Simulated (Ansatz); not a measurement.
LuMnIn:

```
CELL_PARAMETERS angstrom
4.73656 0.00000 0.00000
-2.36828 4.10198 0.00000
0.00000 0.00000 3.40074
ATOMIC_POSITIONS crystal
Lu 0.00000 0.00000 0.00000
In 0.66667 0.33333 0.50000
Mn 0.33333 0.66667 0.50000
```

The cell comes from a database or a generator and needn't be the stable form of this composition.

```yaml
Program: Ansatz 0.2.0
Task: relaxation of cell and atoms
Functional: BLYP
Potentials_or_basis: Ansatz PAW
Cutoff: "420 eV (not typed: the program's choice for these potentials)"
k_mesh: 7 × 7 × 8
Occupations: fermi-dirac, width 0.05 eV
Spin: collinear spin, ferromagnetic start
Starting_moments: "[0.0, 0.0, 4.0] μB"
```

At the start: volume 22.02 Å³/atom.

Task: Where does the relaxation end?

Result: It ends after 5 steps and the volume is 22.93 Å³/atom (+4.1 %); space group P-6m2 (No. 187, to 0.05 Å); moment 3.49 μB per cell.

The path:
| step | energy change (eV) | largest force (eV/Å) | volume (Å³) |
| --- | --- | --- | --- |
| 1 | 0.0000 | 0.0000 | 66.07 |
| 2 | -0.0149 | 0.0000 | 70.36 |
| 3 | -0.0217 | 0.0000 | 68.95 |
| 4 | -0.0218 | 0.0000 | 68.79 |
| 5 | -0.0225 | 0.0000 | 68.79 |

Final structure:
```cif
data_structure
_symmetry_space_group_name_H-M 'P 1'
_symmetry_Int_Tables_number 1
_cell_length_a 4.7782
_cell_length_b 4.7782
_cell_length_c 3.4788
_cell_angle_alpha 90.000
_cell_angle_beta 90.000
_cell_angle_gamma 120.000
_cell_volume 68.79
loop_
_atom_site_label
_atom_site_type_symbol
_atom_site_fract_x
_atom_site_fract_y
_atom_site_fract_z
_atom_site_occupancy
Lu1 Lu 0.00000 0.00000 0.00000 1
In1 In 0.66667 0.33333 0.50000 1
Mn1 Mn 0.33333 0.66667 0.50000 1
```

Caveat: the plane-wave basis is chosen anew once the cell has moved, so the energies of steps on either side of that aren't comparable; the PAW data sets come from PBE, with cores solved anew for the run's functional, which leaves a small shift of forces and pressure.
